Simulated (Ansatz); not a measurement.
Working through a frozen displacement of one atom of CdPd, space group P4/mmm

Computed with the Python package of Ansatz (0.2.0).

Notebook, run cell by cell (the value of a cell's last expression is shown):

```python
import ansatz as az
import numpy as np
```

```python
cell = (
    az.Lattice.of((3.0276, 0.0, 0.0), (0.0, 3.0276, 0.0), (0.0, 0.0, 3.631))
    .atom('Cd', (0.0, 0.0, 0.0))
    .atom('Pd', (0.5, 0.5, 0.5))
)
```

```python
len(cell.resolved().sites)
```

    2

```python
inverse = np.linalg.inv(np.array(cell.lattice.vectors))
home = np.array(cell.sites[1].position)
values = np.linspace(-0.2, 0.2, 5)
energies, pulls = [], []
for shift in values:
    moved = cell.move(1, to=home + shift * inverse[2])
    setup = (
        moved.calculation()
        .functional(az.Functional.PBESOL, dispersion='d3bj')
        .pseudopotentials('paw')
        .basis(35 * az.Ry)
        .kpoints(length=12)
        .occupations('cold', width=0.01)
        .scf(algorithm='direct_min')
        .forces()
    )
    rep = setup.run().report
    energies.append(rep['free_energy_ev'])
    pulls.append(rep['forces_ev_ang'][1][2])
```

```python
print('shift (A)   dE (eV)   force along z (eV/A)')
for shift, e, f in zip(values, energies, pulls):
    print(f'{shift:8.3f} {e - energies[2]:10.5f} {f:12.4f}')
print(f'stiffness from energies {2 * np.polyfit(values, energies, 2)[0]:.3f}, from forces {-np.polyfit(values, pulls, 1)[0]:.3f} eV/A^2')
```

    shift (A)   dE (eV)   force along z (eV/A)
      -0.200    0.13539       1.3658
      -0.100    0.03361       0.6739
       0.000    0.00000       0.0000
       0.100    0.03361      -0.6739
       0.200    0.13539      -1.3658
    stiffness from energies 6.776, from forces 6.811 eV/A^2

The curvature of the energy gives 6.776 eV/Å² and the slope of the force 6.811 eV/Å², a positive curvature.

What to keep in mind:
- The settings weren't tested for convergence.
- No spin polarisation was allowed.
- Dispersion corrections can be off by several per cent in the lattices of metals, and by several GPa in the pressure at a fixed cell.
- For a metal this mesh is far too coarse, so the numbers only illustrate the procedure.
- In a metal a curvature from energy changes of a few meV or less hangs on mesh and smearing, in size and even in sign.
- The structure is a deposited one; some such entries were measured under pressure or heat, so a shift against it needn't be the functional's error alone.
- All periodic images of the atom move with it, so the curvature is one diagonal element of the zone-centre force constants and no normal mode; a positive value doesn't exclude soft modes in which several atoms move.
- Finished in 16 s on 1 thread of Intel(R) Xeon(R) Processor @ 2.30GHz, with other jobs on the host, peak memory 0.5 GiB.
